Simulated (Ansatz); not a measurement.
**CuCH₃+ (quartet): from Hartree-Fock to the top rungs, def2-SVP**

The task here is to estimate one member of a computed series from the others.

The runs use Ansatz 0.2.0, Gaussian basis; def2-SVP, core rule «outside noble gas», up to 10 orbitals frozen.

Plan: UHF; CCSD(T) on ROHF; CCSD(T) on UHF; CISD; CCSDT(Q) on ROHF; CCSDT(Q) on UHF; CASSCF and NEVPT2, 17 electrons in 13 orbitals.

5 further runs of the same task are left out: 5 set aside as unsound or not needed.

## What is computed

The geometry is a PBE0/def2-TZVP stationary point (not a proven minimum) of the parent state, kept for this charge and spin.

5 atoms, charge 1, spin multiplicity 4.

Atoms are counted from 1 here; the program's logs count them from 0.

Bond lengths: Cu1–C2 1.987 Å, C2–H3 1.092 Å, C2–H4 1.092 Å, C2–H5 1.092 Å. Angles: Cu1–C2–H3 106.4°, Cu1–C2–H4 106.4°, Cu1–C2–H5 106.4°, H3–C2–H4 112.3°, H3–C2–H5 112.3°, H4–C2–H5 112.3°.

The first run:

in.yaml reads:

```yaml
crystal:
  periodic: [false, false, false]
  atoms:
    - {symbol: Cu, position_ang: [-0.392116, 0.002944, 0.002469]}
    - {symbol: C, position_ang: [1.595184, -0.011976, -0.010043]}
    - {symbol: H, position_ang: [1.896423, -1.061242, -0.006817]}
    - {symbol: H, position_ang: [1.913906, 0.513613, 0.892114]}
    - {symbol: H, position_ang: [1.902423, 0.504740, -0.921264]}
basis:
  gaussian: {orbitals: def2-SVP}
total_charge: 1
magnetization: {spin_polarized: true, initial_magnetization: 3}
hamiltonian: {xc: hf}
output: {orbitals: {seedname: orbitals}}
```

Launch:

```sh
ansatz run in.yaml --threads 1 --pin off --events-out ev --progress --plain --max-ram 4096MiB --backend cpu
```

Among the steps run: UHF; CCSD(T) on ROHF; CCSD(T) on UHF; CISD; CCSDT(Q) on ROHF; CCSDT(Q) on UHF; CASSCF and NEVPT2, 17 electrons in 13 orbitals.

One of the session's tables, all rows but one given; the rest of the session is left out.

```
        method  from RCCSDT(Q) (meV)
          ROHF               +9410.3
           UHF               +9266.1
          RMP2                +662.4
          UMP2                +612.7
          CISD                +855.5
         RCCSD                     ?
         UCCSD                +198.8
      RCCSD(T)                 -12.4
      UCCSD(T)                 -62.1
        RCCSDT                 -20.5
        UCCSDT                 -70.1
     RCCSDT(Q)                     0
     UCCSDT(Q)                 -53.4
CASSCF valence               +7863.1
NEVPT2 valence               +1312.1
```

Estimate the missing values for RCCSD.

As computed: from RCCSDT(Q) (meV): +249.3. In the column «from RCCSDT(Q) (meV)» it lies between UCCSD (+198.8) and UMP2 (+612.7).

Caveats from the session: Restricted and unrestricted rows rest on different reference determinants; where their highest levels disagree by more than a few hundredths of an eV, they describe different states and don't form one ladder.
